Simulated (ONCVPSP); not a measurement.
**An ONCV potential for Mo, from input to tests**

Aim: build the potential from the settings below, then test how well it stands in for the atom: other configurations, scattering, ghost states and the plane-wave cutoff that it needs.

Program: ONCVPSP 4.0.1.1 (patched build). Reference atom: PBE, scalar-relativistic, spherical and spin-unpolarised. All values are calculated.

## (1) The atom and the settings

The settings as typed:

* element: molybdenum (Mo, Z = 42)
* type: optimised norm-conserving Vanderbilt (ONCV)
* frozen core: [Ar] 3d10
* valence charge: 14
* reference configuration: 4s2 4p6 4d5 (charge +1)
* partial waves: 4s: rc 1.10 bohr, ncon 4, nbas 9, qcut 6.2 1/bohr, 3 projectors, debl 2.5 Ha; 4p: rc 1.40 bohr, ncon 4, nbas 7, qcut 4.8 1/bohr, 2 projectors, debl 2.7 Ha; 4d: rc 2.15 bohr, ncon 4, nbas 8, qcut 7.3 1/bohr, 3 projectors, debl 1.4 Ha
* local potential: polynomial inside 0.70 bohr (lpopt 5, dvloc0 0 Ha)
* core correction: Teter function, fcfact 2.75, rcfact 1.75

The outer shells as boxes (Hund's rule for the drawing; the calculation is spin-unpolarised):

```
[Ar] core
3d [↑↓][↑↓][↑↓][↑↓][↑↓]
4s [↑↓]
4p [↑↓][↑↓][↑↓]
4d [↑ ][↑ ][↑ ][↑ ][↑ ]
```

An earlier all-electron run gives the scale for the radii.

All-electron outer shells of the reference configuration (PBE, scalar-relativistic, ld1.x):

```json
{"shell": "4s", "level (eV)": "-71.11", "outermost node (bohr)": "0.51", "outermost maximum (bohr)": "0.99"}
{"shell": "4p", "level (eV)": "-45.29", "outermost node (bohr)": "0.52", "outermost maximum (bohr)": "1.08"}
{"shell": "4d", "level (eV)": "-10.41", "outermost node (bohr)": "0.53", "outermost maximum (bohr)": "1.38"}
{"shell": "5s", "level (eV)": "-9.83", "outermost node (bohr)": "1.34", "outermost maximum (bohr)": "2.79"}
{"shell": "5p", "level (eV)": "-5.91", "outermost node (bohr)": "1.53", "outermost maximum (bohr)": "3.53"}
```

## (2) Generating the potential

File Mo.dat:

```
# ATOM AND REFERENCE CONFIGURATION
# atsym  z   nc   nv     iexc    psfile
  Mo 42.00    6    3        4      upf
#
#   n    l    f
    1    0    2.00
    2    0    2.00
    2    1    6.00
    3    0    2.00
    3    1    6.00
    3    2   10.00
    4    0    2.00
    4    1    6.00
    4    2    5.00
#
# PSEUDOPOTENTIAL AND OPTIMIZATION
# lmax
    2
#
#   l,   rc,      ep,       ncon, nbas, qcut
    0    1.10    0.00    4    9    6.20
    1    1.40    0.00    4    7    4.80
    2    2.15    0.00    4    8    7.30
#
# LOCAL POTENTIAL
# lloc, lpopt,  rc(5),   dvloc0
    4    5    0.70    0.00
#
# VANDERBILT-KLEINMAN-BYLANDER PROJECTORs
# l, nproj, debl
    0    3    2.50
    1    2    2.70
    2    3    1.40
#
# MODEL CORE CHARGE
# icmod, fcfact, rcfact
    3    2.75    1.75
#
# LOG DERIVATIVE ANALYSIS
# epsh1, epsh2, depsh
   -4.00    5.00    0.02
#
# OUTPUT GRID
# rlmax, drl
    6.00    0.01
#
# TEST CONFIGURATIONS
# ncnf
    4
# nvcnf
#   n    l    f
    4
    4    0    2.00
    4    1    6.00
    4    2    5.00
    5    0    1.00
#
    3
    4    0    2.00
    4    1    6.00
    4    2    4.00
#
    3
    4    0    2.00
    4    1    6.00
    4    2    3.00
#
    4
    4    0    2.00
    4    1    6.00
    4    2    5.50
    5    0    0.50
#
```

Command:

```bash
$ oncvpsp.x < Mo.dat > Mo.out
```

**Question.** What will these runs give? Wanted: cutoffs for 1 and 0.1 mHa per electron, occupied waves; bound ghosts; GHOST(+) flags; largest test error; largest phase difference near zero energy, channels read; rms error of d²Exc/dn², without and with the model core; projector energies reset by the program.

The runs gave:

```
                                                quantity                                                                          value
  cutoffs for 1 and 0.1 mHa per electron, occupied waves                                                              111 Ha and 192 Ha
                                            bound ghosts                                                                     none found
                                          GHOST(+) flags  s at 65 eV, p at 225 eV, d at -1 eV (1 near or above the test basis's cutoff)
                            largest test error (AE − PS)                                                      +3.0 meV, for 4s2 4p6 4d3
largest phase difference near zero energy, channels read                                                                      3.142 rad
 rms error of d²Exc/dn², without and with the model core                                                              2.51 and 3.15 mHa
                 projector energies reset by the program                                                     s: -2.613, 0.250, 2.750 Ha
```

What this shows: The worst unpolarised test, 4s2 4p6 4d3, is off by 3.0 meV on 42.2 eV; by total energies transferability rates as very good. By its cutoff, 111 Ha for the looser tolerance, it is very hard. At the looser tolerance the 4s wave is the slowest; 4p needs 56 Ha. No bound ghost shows below the valence levels. Of the channels read, d scatters worst near zero energy, by up to 3.14 rad. A step near π is an extra or missing state, not a misfit of shape. The program also flags highly localised states, GHOST(+) (s, p, d).
